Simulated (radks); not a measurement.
**The Coulomb parameter U of the 4d shell of Pd**

The task here is to estimate one member of a computed series from the others.

Program: radks (a radial shooting solver on a logarithmic mesh, Libxc functionals) version 1. Level of theory: scalar-relativistic Kohn-Sham, r2SCAN, spin-unpolarised, spherical densities, finite nucleus. These are calculated values, not measurements, unless marked.

**What is computed**

- element: palladium (Z = 46)
- charge: 0
- electrons: 46
- configuration: [Kr] 4d9 5s1
- nuclear rms radius: 4.5318 fm

The outer shells:

Pd
```
[Kr] core
4d [↑↓][↑↓][↑↓][↑↓][↑ ]
5s [↑ ]
```

The first run:

The run's settings:

```text
Z 46
configuration [Kr] 4d9 5s1
relativity scalar-relativistic
functional r2scan,r2scan
spin unpolarised
nucleus finite rms 4.5318 fm
c 137.035999084
```

Steps of the session up to this table: Start: [Kr] 4d9 5s1.

One of the session's tables, all rows but one given; the rest of the session is left out.

It belongs to the step «Start: [Kr] 4d9 5s1». Sizes of the orbitals, from the radial functions (bohr):

| level | <r> | outermost maximum (interpolated) | 90 % within | nodes |
| --- | --- | --- | --- | --- |
| 2p | ? | ? | ? | ? |
| 3s | 0.3784 | 0.341 | 0.557 | 2 |
| 3p | 0.3781 | 0.335 | 0.569 | 1 |
| 3d | 0.3576 | 0.283 | 0.566 | 0 |
| 4s | 0.9484 | 0.853 | 1.38 | 3 |
| 4p | 1.043 | 0.910 | 1.54 | 2 |
| 4d | 1.491 | 1.09 | 2.43 | 1 |
| 5s | 3.230 | 2.59 | 4.94 | 4 |

**Question.** Estimate the row for 2p.

The run gave: <r>: 0.1206; outermost maximum (interpolated): 0.0934; 90 % within: 0.196; nodes: 0. In the column «<r>» it is the lowest.
